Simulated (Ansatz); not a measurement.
**GePd: further runs on the relaxed cell**

The task here is to estimate one member of a computed series from the others.

Program: Ansatz 0.2.0. Level of theory: DFT PBEsol, scalar-relativistic, plane waves, PAW. These are calculated values, not measurements.

2 further runs of the same task are left out: 2 set aside as unsound or not needed.

## The structure to begin with

Symmetry: Pnma, No. 62, orthorhombic system. Conventional cell: a = 5.770 Å, b = 3.523 Å, c = 6.226 Å, α = 90.00°, β = 90.00°, γ = 90.00°. Ge (site symmetry m) is surrounded by 6 Pd at 2.49 to 2.63 Å. Around Pd (site symmetry m) lie 6 Ge at 2.49 to 2.63 Å.

Coordinates:

```xyz
8
Lattice="5.7698 0.0000 0.0000 0.0000 3.5225 0.0000 0.0000 0.0000 6.2264" Properties=species:S:1:pos:R:3 pbc="T T T"
Ge    4.7048    2.6419    3.5992
Ge    1.0649    0.8806    2.6272
Ge    3.9498    0.8806    0.4860
Ge    1.8199    2.6419    5.7404
Pd    5.7402    2.6419    1.1778
Pd    0.0295    0.8806    5.0486
Pd    2.9144    0.8806    4.2910
Pd    2.8553    2.6419    1.9354
```

This cell was relaxed beforehand with the same method: volume 15.82 Å³/atom, gap on the mesh none (metal).

Set-up of the first run:

Input file input.yaml:

```yaml
crystal:
  lattice:
    - [5.7697658227, 0.0, 0.0]
    - [0.0, 3.5225237877, 0.0]
    - [0.0, 0.0, 6.2264209648]
  atoms:
    - { symbol: Ge, position: [0.8154286584, 0.75, 0.5780573188] }
    - { symbol: Ge, position: [0.1845713416, 0.25, 0.4219426812] }
    - { symbol: Ge, position: [0.6845713416, 0.25, 0.0780573188] }
    - { symbol: Ge, position: [0.3154286584, 0.75, 0.9219426812] }
    - { symbol: Pd, position: [0.9948811769, 0.75, 0.1891593253] }
    - { symbol: Pd, position: [0.0051188231, 0.25, 0.8108406747] }
    - { symbol: Pd, position: [0.5051188231, 0.25, 0.6891593253] }
    - { symbol: Pd, position: [0.4948811769, 0.75, 0.3108406747] }
basis:
  ecutwfc: 420
kpoints:
  mp_grid: { grid: [6, 10, 6] }
  band_path:
    path:
      - [[0.0, 0.0, 0.0], [0.5, 0.0, 0.0], [0.5, 0.5, 0.0], [0.0, 0.5, 0.0], [0.0, 0.0, 0.0], [0.0, 0.0, 0.5], [0.5, 0.0, 0.5], [0.5, 0.5, 0.5], [0.0, 0.5, 0.5], [0.0, 0.0, 0.5]]
      - [[0.5, 0.0, 0.0], [0.5, 0.0, 0.5]]
      - [[0.0, 0.5, 0.0], [0.0, 0.5, 0.5]]
      - [[0.5, 0.5, 0.0], [0.5, 0.5, 0.5]]
    npoints: 14
hamiltonian:
  xc: pbesol
scf:
  occupations: { method: gaussian, width: 0.1 }
  n_extra_bands: 20
output:
  forces: true
  stress: true
  eigenvalues: true
  populations: true
  dos: { projected: true, de: 0.02, nscf_kmesh: { grid: [9, 15, 9] } }
  bader: true
  write_density: true
  write_potential: true
  elf: true
  volumetric_format: npy
```

Run with:

```console
ansatz run input.yaml --threads 2 --pin off --max-ram 5120MiB --backend cpu --events-out ev --progress --plain --runs-dir out
```

Among the steps run: Electronic structure at the relaxed geometry; Volume × 0.97; Volume × 1.03; Volume × 0.94; The cell scaled to 1.06 of its volume.

One of the session's tables, all rows but one given; the rest of the session is left out.

It belongs to the step «Equation of state». 

```
volume (Å³/atom)  energy above the lowest point (meV/atom)  pressure (GPa)
          14.869                                      29.0           10.50
          15.344                                       6.8            4.76
          15.818                                       0.0           -0.01
          16.293                                         ?               ?
          16.767                                      22.8           -7.22
```

Estimate the missing values for volume (Å³/atom) = 16.293.

Worked estimate for «energy above the lowest point (meV/atom)». A straight line through the neighbours (15.818, 0.0) and (16.767, 22.8) gives 0.0 + (22.8 − 0.0) × (16.293 − 15.818) / (16.767 − 15.818) = 11.4; a parabola fitted to 3 rows on both sides gives 5.3.

The run gave: energy above the lowest point (meV/atom): 6.1; pressure (GPa): -3.96. In «energy above the lowest point (meV/atom)» the line misses by +5.3 and the parabola by -0.8.
